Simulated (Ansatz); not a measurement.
# TiN+ (singlet): the correlation ladder at distance Ti1–N2 = 1.506 Å, def2-SVP

The task here is to estimate one member of a computed series from the others.

Computed with Ansatz 0.2.0, Gaussian basis. Level: def2-SVP, core rule «outside noble gas», up to 10 orbitals frozen.

To be run: UHF; CCSD(T) on RHF; CCSD(T) on UHF; CISD; CCSDT(Q) on RHF; CCSDT(Q) on UHF; CASSCF and MRCISD+Q, 2 electrons in 2 orbitals; CASSCF and NEVPT2, 2 electrons in 2 orbitals.

52 further runs of the same task are left out: 26 for a known fault of the program, 1 for a mislabelled method, 19 that didn't finish, 6 set aside as unsound or not needed.

### The geometry

The geometry derives from a PBE0/def2-TZVP stationary point (not a proven minimum). One bond is set to the value named and the two fragments are kept rigid.

2 atoms, charge 1, spin multiplicity 1.

Atoms are counted from 1 here; the program's logs count them from 0.

Bond lengths: Ti1–N2 1.506 Å.

The first run:

Contents of in.yaml:

```yaml
crystal:
  periodic: [false, false, false]
  atoms:
    - {symbol: Ti, position_ang: [0.000000, 0.000000, 0.000000]}
    - {symbol: N, position_ang: [0.000000, 0.000000, 1.505800]}
basis:
  gaussian: {orbitals: def2-SVP}
total_charge: 1
magnetization: {spin_polarized: true, initial_magnetization: 0}
hamiltonian: {xc: hf}
output: {orbitals: {seedname: orbitals}}
```

Launch:

```console
ansatz run in.yaml --threads 1 --pin off --events-out ev --progress --plain --max-ram 2393MiB
```

Among the steps run: UHF; CCSD(T) on RHF; CCSD(T) on UHF; CISD; CCSDT(Q) on RHF; CCSDT(Q) on UHF; CASSCF and MRCISD+Q, 2 electrons in 2 orbitals; CASSCF and NEVPT2, 2 electrons in 2 orbitals.

One of the session's tables, all rows but one given; the rest of the session is left out.

| method | from RCCSDT(Q) (meV) |
| --- | --- |
| RHF | +8738.8 |
| UHF | ? |
| RMP2 | -424.9 |
| RCCSD | +688.2 |
| RCCSD(T) | +102.2 |
| RCCSDT | +101.4 |
| RCCSDT(Q) | 0 |
| CASSCF pair | +7650.4 |
| NEVPT2 pair | -59.5 |
| MRCISD pair | +1176.3 |
| MRCISD+Q pair | +428.0 |

Q: Estimate the row for UHF from the others.

**Answer.** from RCCSDT(Q) (meV): +8542.7. In the column «from RCCSDT(Q) (meV)» it lies between CASSCF pair (+7650.4) and RHF (+8738.8).

Not comparable, so not listed: CCSD(T) on UHF; CCSDT(Q) on UHF (they don't share determinant, frozen orbitals or solution with the rows shown, or repeat one).

Caveats from the session: The determinant is far from a pure spin state, so its energy mixes those of several spin states (harmless only where they are near-degenerate, as at dissociation). Warnings: restricted reference is unstable; spin contamination; large T1 diagnostic.
